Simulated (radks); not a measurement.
# Cd²⁺ in [Kr] 4d10: an all-electron calculation

One table from this session's results is given with a row withheld; the runs are named, their logs left out.

Method: Dirac Kohn-Sham, PBEsol, spin-unpolarised, spherical densities, point nucleus. Code: radks (a radial shooting solver on a logarithmic mesh, Libxc functionals) version 1.

## Starting point

- element: cadmium (Z = 48)
- charge: +2
- electrons: 46
- configuration: [Kr] 4d10

Outer shells as boxes (Hund's rule):

Cd²⁺
```
[Kr] core
4d [↑↓][↑↓][↑↓][↑↓][↑↓]
```

The first run:

Settings of this run:

```text
Z 48
configuration [Kr] 4d10 5s0 5p0
relativity Dirac
functional pbe_sol,pbe_sol
spin unpolarised
j_filling energy
nucleus point
c 137.035999084
```

The run is started by

```
$ python run_ks.py task.json out
```

All runs below come from this command, one after another.

Among the steps run: Self-consistent calculation.

One of the session's tables, all rows but one given; the rest of the session is left out.

It belongs to the step «Radial structure». Sizes of the orbitals, from the radial functions (bohr):

```
level      <r>  outermost maximum (interpolated)  90 % within  nodes
1s1/2  0.03041                            0.0197       0.0546      0
2s1/2   0.1313                             0.111        0.203      1
2p1/2   0.1112                            0.0860        0.182      0
2p3/2   0.1164                            0.0903        0.189      0
3s1/2   0.3583                             0.324        0.528      2
3p1/2   0.3496                             0.311        0.527      1
3p3/2   0.3606                             0.321        0.542      1
3d3/2   0.3328                             0.264        0.526      0
3d5/2   0.3363                             0.267        0.531      0
4s1/2   0.8795                             0.796         1.28      3
4p1/2   0.9392                             0.829         1.39      2
4p3/2   0.9702                             0.854         1.43      2
4d3/2    1.242                             0.975         1.96      1
4d5/2    1.259                             0.985         1.99      1
5s1/2    2.459                              2.14         3.59      4
5p1/2        ?                                 ?            ?      ?
5p3/2    3.031                              2.62         4.45      3
```

**Question.** Estimate the row for 5p1/2.

As computed: <r>: 2.945; outermost maximum (interpolated): 2.53; 90 % within: 4.33; nodes: 3. In the column «<r>» it lies between 5s1/2 (2.459) and 5p3/2 (3.031).
